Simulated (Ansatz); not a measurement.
**BBrH3N: up Jacob's ladder to CCSD(T)**

How much do the methods differ for BBrH3N? The plan is to run it at one geometry with functionals of several rungs and with coupled cluster, and see how far each lands from CCSD(T) at the basis-set limit for the atomisation energy.

The runs use Ansatz 0.2.0, Gaussian basis; functionals in def2-TZVPP, the program's frozen cores in correlated methods.

The runs, in order: LDA (SPW92), PBE-D4, revPBE-D4, BLYP-D4, r2SCAN-D4, B97M-V, PBE0-D4, B3LYP-D4, r2SCANh-D4, r2SCAN0-D4, HSE06-D4, BHLYP-D4, CAM-B3LYP-D4, LC-ωPBE, ωB97X-V, ωB97M-V, B2PLYP, PBE-QIDH; CCSD(T)/def2-SVP; CCSD(T)/def2-TZVPP; MP2/def2-QZVPP; extrapolation to the limit; RPA on PBE.

### Step 1. The relaxed structure

All runs share one geometry, relaxed beforehand with PBE0-D4 in a triple-zeta def2 set.

6 atoms, charge 0, spin multiplicity 1.

Atoms are counted from 1 here; the program's logs count them from 0.

Bond lengths: N1–B2 1.380 Å, N1–H4 1.006 Å, N1–H5 1.006 Å, B2–Br3 1.931 Å, B2–H6 1.190 Å. Angles: B2–N1–H4 122.1°, B2–N1–H5 123.3°, H4–N1–H5 114.6°, N1–B2–Br3 119.6°, N1–B2–H6 122.0°, Br3–B2–H6 118.4°.

### Step 2. LDA

This LDA is Slater exchange with PW92 correlation.

File in.yaml:

```yaml
crystal:
  periodic: [false, false, false]
  atoms:
    - {symbol: N, position_ang: [-0.228445, -0.210672, -0.724685]}
    - {symbol: B, position_ang: [0.246421, -0.041587, 0.560111]}
    - {symbol: Br, position_ang: [0.107771, 1.687225, 1.408461]}
    - {symbol: H, position_ang: [-0.174891, -1.094677, -1.201528]}
    - {symbol: H, position_ang: [-0.652655, 0.528841, -1.259397]}
    - {symbol: H, position_ang: [0.743898, -0.933130, 1.170738]}
basis:
  gaussian: {orbitals: def2-TZVPP}
hamiltonian: {xc: lda}
output: {orbitals: {seedname: orbitals}}
```

The runs that follow: PBE-D4 (GGA); revPBE-D4 (GGA); BLYP-D4 (GGA); r2SCAN-D4 (meta-GGA); B97M-V (meta-GGA); PBE0-D4 (hybrid); B3LYP-D4 (hybrid); r2SCANh-D4 (hybrid); r2SCAN0-D4 (hybrid); HSE06-D4 (hybrid); BHLYP-D4 (hybrid); CAM-B3LYP-D4 (range-separated); LC-ωPBE-D4 (range-separated); ωB97X-V (range-separated); ωB97M-V (range-separated); B2PLYP (double hybrid); PBE-QIDH (double hybrid); CCSD(T) in def2-SVP; CCSD(T) in def2-TZVPP; MP2 in def2-QZVPP; RPA on PBE orbitals.

Before running them: what should the planned runs give, taken together? Wanted: atomisation energy, CCSD(T)/CBS; farthest beyond LDA; mean size of error, GGA; mean size of error, meta-GGA; mean size of error, hybrid; mean size of error, range-separated; mean size of error, double hybrid; gap, smallest and largest; T1 diagnostic.

The runs gave:

| quantity | value |
| --- | --- |
| atomisation energy, CCSD(T)/CBS | 2098.9 kJ/mol |
| functionals within 21.0 kJ/mol (1.0 %) | revPBE-D4, BLYP-D4, r2SCAN-D4, B97M-V, PBE0-D4, B3LYP-D4, r2SCANh-D4, HSE06-D4, CAM-B3LYP-D4, LC-ωPBE, ωB97X-V, ωB97M-V, B2PLYP, PBE-QIDH |
| farthest beyond LDA | PBE-D4 (+50.9 kJ/mol) |
| mean size of error, GGA | 22.6 kJ/mol |
| mean size of error, meta-GGA | 7.7 kJ/mol |
| mean size of error, hybrid | 18.3 kJ/mol |
| mean size of error, range-separated | 10.5 kJ/mol |
| mean size of error, double hybrid | 9.9 kJ/mol |
| gap, smallest and largest | 5.65 eV (LDA (SPW92)), 13.02 eV (LC-ωPBE) |
| T1 diagnostic | 0.0096 |
| triples share of the correlation energy | 3.5 % |

**Reading.** The LDA atomisation energy is off by 303.6 kJ/mol (14 %): it overbinds. PBE-D4 is off by +50.9 kJ/mol. Double hybrids carry the basis error of their MP2 part in triple zeta, and no dispersion term here, so their miss is partly the set-up's. The rungs meta-GGA, double hybrid, range-separated, hybrid miss on average by less than the doubt on the reference (21.0 kJ/mol), so they tie. The reference freezes the cores and leaves out relativity and excitations past (T), and its outer-core shells are covered unevenly, so misses under about 21.0 kJ/mol can't be ranked. All levels share the lack of spin-orbit coupling, which lowers the free heavy atoms and so the true binding. Hartree-Fock recovers 73 % of the binding; the rest is correlation. CCSD(T) in def2-SVP is off by -121.6 kJ/mol, worse than the median functional, from the basis alone. The gap grows from 5.7 to 13.0 eV across the functionals, mostly with the share of exact exchange. Correlated methods include outer-core shells of Br, which these sets cover unevenly.
